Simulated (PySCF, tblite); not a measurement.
# C10H6N2S: excited states

Wanted: excited states for C10H6N2S (`[C-]#[N+]c1ccc(-c2cccs2)cn1`).

Programs: tblite 0.8.0 and PySCF 2.14.0, with routines of our own; each step states its level. All values are computed. Atoms count from 0.

### 1 The starting structure

19 atoms, charge 0, multiplicity 1; geometry from: force field or distance geometry start.

### 2 Geometry optimisation with GFN2-xTB

The job: settings as JSON, then the geometry in Å.

```
{"job": {"kind": "relax", "xc": "GFN2-xTB", "basis": "xTB"}, "charge": 0, "multiplicity": 1}
C     -5.439100    -0.053900     0.877900
N     -4.319800    -0.011900     0.648600
C     -2.929200     0.031500     0.416500
C     -2.394900     1.027500    -0.402100
C     -1.010100     1.014000    -0.591400
C     -0.241900     0.023900     0.011700
C      1.204200     0.053000    -0.224800
C      2.125500    -0.816000     0.285800
C      3.414900    -0.627900    -0.055900
C      3.679500     0.430700    -0.871000
S      2.013000     1.173900    -1.173300
C     -0.833100    -0.951400     0.821100
N     -2.185000    -0.919300     1.012400
H     -3.013800     1.783400    -0.864600
H     -0.550500     1.788100    -1.228300
H      1.800500    -1.655300     0.956200
H      4.227400    -1.281400     0.308900
H      4.660400     0.715400    -1.235300
H     -0.217800    -1.715300     1.300000
```

On the command line:

```sh
$ OMP_NUM_THREADS=1 python excited_run.py task.json out
```

The driver reads the jobs from task.json and runs them one after another.

The program printed:

```text
step      E/eV     max force
  0    -909.89823    4.316
  1    -910.09721    6.273
  2    -910.40699    2.067
  3    -910.52292    0.936
  4    -910.58564    0.642
  5    -910.63602    0.573
  6    -910.65001    0.388
  7    -910.66643    0.282
  8    -910.67315    0.240
  9    -910.68021    0.170
 10    -910.68384    0.135
 11    -910.68601    0.098
 12    -910.68735    0.102
 13    -910.68858    0.080
 14    -910.68965    0.071
 15    -910.69051    0.075
 16    -910.69111    0.058
 17    -910.69160    0.061
 18    -910.69207    0.057
 19    -910.69257    0.056
 20    -910.69304    0.057
 21    -910.69347    0.064
 22    -910.69393    0.060
 23    -910.69450    0.065
 24    -910.69523    0.072
 25    -910.69595    0.071
 26    -910.69647    0.068
 27    -910.69679    0.056
 28    -910.69703    0.037
 29    -910.69722    0.029
 30    -910.69732    0.026
 31    -910.69737    0.026
 32    -910.69742    0.026
 33    -910.69749    0.024
 34    -910.69758    0.031
 35    -910.69767    0.029
 36    -910.69775    0.029
 37    -910.69782    0.030
 38    -910.69788    0.020
 39    -910.69793    0.022
 40    -910.69797    0.015
 41    -910.69799    0.012
 42    -910.69799    0.008
```

It took 0.36 s on 1 thread of Intel Xeon 6975P-C, shared host.

Step by step: (not every step is listed)

| step | energy from step 0 (eV) | largest force (eV/Å) |
| --- | --- | --- |
| 0 | 0.0000 | 4.3158 |
| 1 | -0.1990 | 6.2735 |
| 2 | -0.5088 | 2.0674 |
| 3 | -0.6247 | 0.9357 |
| 4 | -0.6874 | 0.6425 |
| 5 | -0.7378 | 0.5732 |
| 6 | -0.7518 | 0.3875 |
| 7 | -0.7682 | 0.2820 |
| 8 | -0.7749 | 0.2403 |
| 10 | -0.7856 | 0.1350 |
| 12 | -0.7891 | 0.1021 |
| 14 | -0.7914 | 0.0714 |
| 16 | -0.7929 | 0.0579 |
| 18 | -0.7938 | 0.0571 |
| 20 | -0.7948 | 0.0571 |
| 22 | -0.7957 | 0.0597 |
| 24 | -0.7970 | 0.0723 |
| 26 | -0.7982 | 0.0682 |
| 28 | -0.7988 | 0.0370 |
| 30 | -0.7991 | 0.0260 |
| 32 | -0.7992 | 0.0256 |
| 34 | -0.7994 | 0.0307 |
| 36 | -0.7995 | 0.0294 |
| 37 | -0.7996 | 0.0301 |
| 38 | -0.7997 | 0.0199 |
| 39 | -0.7997 | 0.0217 |
| 40 | -0.7997 | 0.0154 |
| 41 | -0.7998 | 0.0115 |
| 42 | -0.7998 | 0.0077 |

Close pairs (by a distance rule), those that changed most:

| bond | before (Å) | after (Å) | change (Å) |
| --- | --- | --- | --- |
| C9–S10 | 1.850 | 1.713 | -0.137 |
| C6–S10 | 1.676 | 1.745 | +0.068 |
| C7–C8 | 1.347 | 1.407 | +0.060 |
| C11–N12 | 1.366 | 1.312 | -0.053 |
| N1–C2 | 1.411 | 1.360 | -0.051 |
| C7–H15 | 1.122 | 1.075 | -0.048 |
| C8–H16 | 1.105 | 1.075 | -0.029 |
| C0–N1 | 1.143 | 1.168 | +0.024 |

The final coordinates are the input of the step that follows.

### 3 Harmonic vibrations with GFN2-xTB

The job: settings as JSON, then the geometry in Å.

```
{"job": {"kind": "ir", "xc": "GFN2-xTB", "basis": "xTB"}, "charge": 0, "multiplicity": 1}
C     -5.400691     0.005398     0.814343
N     -4.246312     0.004089     0.638979
C     -2.905530     0.031641     0.415202
C     -2.355645     1.024065    -0.399779
C     -0.991715     1.010534    -0.596369
C     -0.205624     0.023991     0.011968
C      1.225026    -0.021745    -0.170747
C      2.132788    -0.908435     0.349632
C      3.457781    -0.646094    -0.044184
C      3.557650     0.435787    -0.860798
S      2.035505     1.158675    -1.167649
C     -0.880333    -0.914897     0.806611
N     -2.178226    -0.911750     1.000744
H     -2.988148     1.770785    -0.854243
H     -0.524082     1.759712    -1.219171
H      1.867241    -1.725464     0.995376
H      4.300931    -1.236671     0.266652
H      4.437270     0.857682    -1.305164
H     -0.347691    -1.708053     1.311135
```

The program printed:

```text
mode    cm-1     km/mol
  1      19.4      1.99
  2      53.9      1.06
  3     106.1      1.77
  4     142.4      1.54
  5     174.1      0.82
  6     238.9      0.21
  7     276.1      0.21
  8     350.1      1.09
  9     366.4      0.69
 10     386.6      1.59
 11     468.3      0.41
 12     476.0      0.06
 13     513.2      0.15
 14     535.2      0.74
 15     558.4      0.43
 16     620.6      3.85
 17     656.7      0.51
 18     708.2      8.84
 19     732.6      7.12
 20     742.2     18.67
 21     809.7      3.72
 22     810.9      7.07
 23     824.3     19.93
 24     851.9      0.45
 25     855.9     27.66
 26     881.6      0.00
 27     918.4      0.01
 28     959.4     22.17
 29    1027.7      5.32
 30    1079.0      0.75
 31    1095.8      5.87
 32    1140.0      2.87
 33    1180.3      1.18
 34    1228.0      9.70
 35    1251.9      8.90
 36    1272.0      3.17
 37    1289.0      9.90
 38    1352.4      4.11
 39    1392.2      7.15
 40    1422.3     23.74
 41    1454.5     66.41
 42    1527.4     41.26
 43    1548.2     28.15
 44    1564.8      9.14
 45    2199.5      1.19
 46    3076.8     20.14
 47    3078.8     16.28
 48    3099.7     13.73
 49    3128.9     13.02
 50    3140.2     18.45
 51    3164.3      4.88
```

It took 0.9 s on 1 thread of Intel Xeon 6975P-C, shared host.

Which atoms move in the most intense modes:

| cm⁻¹ | km/mol | atoms |
| --- | --- | --- |
| 824 | 19.9 | H13 30 %, H14 23 % |
| 856 | 27.7 | C9 56 %, S10 17 %, H17 12 % |
| 959 | 22.2 | C6 34 %, N12 20 %, C3 19 % |
| 1422 | 23.7 | C7 18 %, C2 14 %, C8 13 %, C3 13 % |
| 1454 | 66.4 | C8 25 %, C9 18 %, C5 14 %, C6 13 % |
| 1527 | 41.3 | C2 27 %, C5 21 %, C4 13 %, C3 11 % |
| 1548 | 28.1 | C6 29 %, C7 18 %, C8 17 %, C9 12 % |
| 3077 | 20.1 | H14 61 %, H18 28 % |

### 4 Excited states: TDA PBE0/def2-SVP

Settings changed since step 3:

```diff
@@ -1,2 +1,2 @@
-{"job": {"kind": "ir", "xc": "GFN2-xTB", "basis": "xTB"}, "charge": 0, "multiplicity": 1}
+{"job": {"kind": "states", "xc": "PBE0", "basis": "def2-SVP", "tda": true, "soc": true, "nstates": 6, "ntriplets": 4, "nquad": 4}, "charge": 0, "multiplicity": 1}
 C     -5.400691     0.005398     0.814343
```

Method: TDA PBE0/def2-SVP excited states, vertical, gas phase, spin-orbit mean-field couplings.

The program printed:

```text
coarse grid: 18328 points
cycle   1  E = -890.9605476527  dE =  2.669e+00  |g| = 4.408e-01  |ddm| = 5.628e+00
cycle   2  E = -890.9128896418  dE =  4.766e-02  |g| = 6.252e-01  |ddm| = 1.244e+00
cycle   3  E = -891.0079290824  dE = -9.504e-02  |g| = 1.199e-01  |ddm| = 7.745e-01
cycle   4  E = -891.0108282748  dE = -2.899e-03  |g| = 6.219e-02  |ddm| = 1.743e-01
cycle   5  E = -891.0116799857  dE = -8.517e-04  |g| = 1.619e-02  |ddm| = 6.211e-02
cycle   6  E = -891.0117370181  dE = -5.703e-05  |g| = 7.159e-03  |ddm| = 2.564e-02
cycle   7  E = -891.0117499245  dE = -1.291e-05  |g| = 1.572e-03  |ddm| = 9.449e-03
cycle   8  E = -891.0117505175  dE = -5.930e-07  |g| = 5.948e-04  |ddm| = 2.345e-03
final grid: 178048 points
cycle   9  E = -891.1156761551  dE = -3.583e-05  |g| = 8.946e-03  |ddm| = 4.731e-02
cycle  10  E = -891.1156537108  dE =  2.244e-05  |g| = 1.253e-02  |ddm| = 2.624e-02
cycle  11  E = -891.1156972126  dE = -4.350e-05  |g| = 2.077e-03  |ddm| = 1.814e-02
cycle  12  E = -891.1156984766  dE = -1.264e-06  |g| = 4.853e-04  |ddm| = 3.235e-03
cycle  13  E = -891.1156985358  dE = -5.923e-08  |g| = 1.322e-04  |ddm| = 6.984e-04
cycle  14  E = -891.1156985394  dE = -3.609e-09  |g| = 7.400e-05  |ddm| = 2.411e-04
cycle  15  E = -891.1156985407  dE = -1.320e-09  |g| = 2.313e-05  |ddm| = 1.007e-04
cycle  16  E = -891.1156985409  dE = -1.314e-10  |g| = 8.161e-06  |ddm| = 3.282e-05
converged SCF energy = -891.1156985409

Singlet excitations
state   eV       nm        f     d(h-e)  d(exc)  Lambda  PR(NTO)  |dmu|/D   mu/D   main configurations
  1   4.3203   287.0   0.91024   1.659   4.392   0.779   1.083    3.882    9.735   H->L 0.92
  2   4.5698   271.3   0.00001   1.406   3.613   0.395   1.003    3.382    3.138   H-2->L 0.97
  3   4.6628   265.9   0.02829   1.756   3.972   0.558   1.410    4.814   10.658   H->L+1 0.81
  4   5.0547   245.3   0.08074   2.803   4.670   0.516   1.199    7.895   13.748   H-1->L 0.88
  5   5.2038   238.3   0.00402   1.115   2.662   0.467   1.004                     H-2->L+1 0.97
  6   5.5740   222.4   0.03935   0.142   5.135   0.774   2.050                     H->L+2 0.49, H-3->L 0.39

Triplet excitations (Tamm-Dancoff)
state   eV     d(h-e)  d(exc)  Lambda  PR(NTO)   main configurations
  1   2.7248   0.557   3.762   0.792   1.108   H->L 0.92
  2   3.9051   1.116   3.536   0.540   1.109   H->L+1 0.87
  3   4.0627   0.327   3.029   0.752   2.108   H->L+2 0.46, H-3->L 0.28, H-1->L 0.09
  4   4.0729   1.417   3.614   0.540   1.149   H-1->L 0.77, H-1->L+2 0.09
S1 - T1 = 1.5955 eV

Spin-orbit couplings |<S|Hso|T>| (cm-1)
             T1       T2       T3       T4
S0        0.021    0.062    0.192    0.175
S1        0.020    0.052    0.092    0.155
S2        3.852    2.660    0.932   17.675
S3        0.049    0.008    0.041    0.020
S4        0.004    0.016    0.060    0.026
S5        0.871    3.306    2.534    0.635
S6        0.067    0.020    0.011    0.095
T1 sublevels (cm-1): 0.000 0.001 0.001   radiative rates (1/s): 0.00219 7.08e-05 0.000266
```

Wall time 50 s (1 thread of Intel Xeon 6975P-C, shared host); peak memory 0.99 GiB.

Key values:

| quantity | value |
| --- | --- |
| S1 less T1 | 1.60 eV |

Orbitals, density, ELF and potential are computed afterwards from the orbital file.

Frontier orbitals at PBE0/def2-SVP, with the share of their density that lies nearest to each atom:

| orbital | energy (eV) | lies on |
| --- | --- | --- |
| HOMO | -6.71 | C6, C9 about 18 % each; C2, C7, C11 about 9 % each; C5, C8 about 7 % each |
| LUMO | -2.15 | C2, C5 about 14 % each; C0 11 %; C4, C7, C9 about 8 % each |

ELF in a plane through or near 19 of the atoms.

Ten even steps from ' ' (0.00) to '@' (1.00):
```
                                                        
                                                        
                                                        
                    ==..  ..##..                        
                  ++@@@@  **@@**  ++%%==                
          ++##..  ##@@@@  ##@@%%..%%@@**      ::::      
        ..@@@@%%..++@@@@..--@@++##++@@--  ====##%%**    
        --@@@@@@++**::**..  ==@@%%--##..==##**%%@@@@..  
        ..@@@@##--%%++##--::%%==**##%%==##****++@@@@==  
          ..==--::++**++--%%::++  ----..##::##==@@@@==  
            ::%%%%..--::::%%::**..++##==######%%@@@@..  
          ##%%..::****%%++--%%--##::--==  ==--++##==    
        ==@@@@++++##::==--  ++####--::##    ....::      
        ++@@@@%%**--##..==  @@##**++@@@@##              
        ..@@@@::..**++%%++..@@@@::::@@@@@@              
          --::  ..**@@@@==  @@@@..  %%@@%%              
                  --**++..  **==    ..::                
                    ::..                                
                                                        
                                                        
```
The map spans 16.1 Å across and 9.5 Å up, centred on the molecule. Atoms in the plane (x, y in Å): C0 (5.4, 0.5), N1 (4.3, 0.4), C2 (2.9, 0.2), C3 (2.4, -1.1), C4 (1.0, -1.2), C5 (0.2, 0.0), C6 (-1.2, -0.1), C7 (-2.2, 0.9), C8 (-3.5, 0.5), C9 (-3.6, -0.9), S10 (-2.0, -1.6), C11 (0.9, 1.2), N12 (2.2, 1.3), H13 (3.0, -1.9), H14 (0.5, -2.1), H15 (-1.9, 2.0), H16 (-4.3, 1.1), H17 (-4.5, -1.5), H18 (0.3, 2.2).

On the surface of density 0.002 e/bohr³ the electrostatic potential runs, from the 1st to the 99th percentile, from -1.69 V near C0 to 1.37 V near H17.

### 5 Summary of results

| quantity | value |
| --- | --- |
| strongest single infrared mode (GFN2-xTB) | 1454 cm⁻¹, 66 km/mol |
| zero-point energy (GFN2-xTB) | 81.1 kcal/mol |
| S1 less T1 (step 4, TDA PBE0/def2-SVP) | 1.60 eV |
| potential on the surface of density 0.002 e/bohr³, 1st and 99th percentile | -1.69 V and 1.37 V |

In words: All 51 modes are real, so the xTB geometry is a minimum. The strongest single mode, at 1454 cm⁻¹, is spread over several atoms, C8, C9, C5, C6 among them. Unscaled tight-binding wavenumbers are off by several per cent, some by more. Its intensities can rank the bands wrongly. In step 4, the number of triplets below S1 is at least 4, and the largest singlet-triplet spin-orbit coupling is S2–T4, 17.68 cm⁻¹. At PBE0/def2-SVP, counted by nearest atom on the grid, the HOMO lies on C6, C9 about 18 % each; C2, C7, C11 about 9 % each, the LUMO on C2, C5 about 14 % each; C0 11 %.
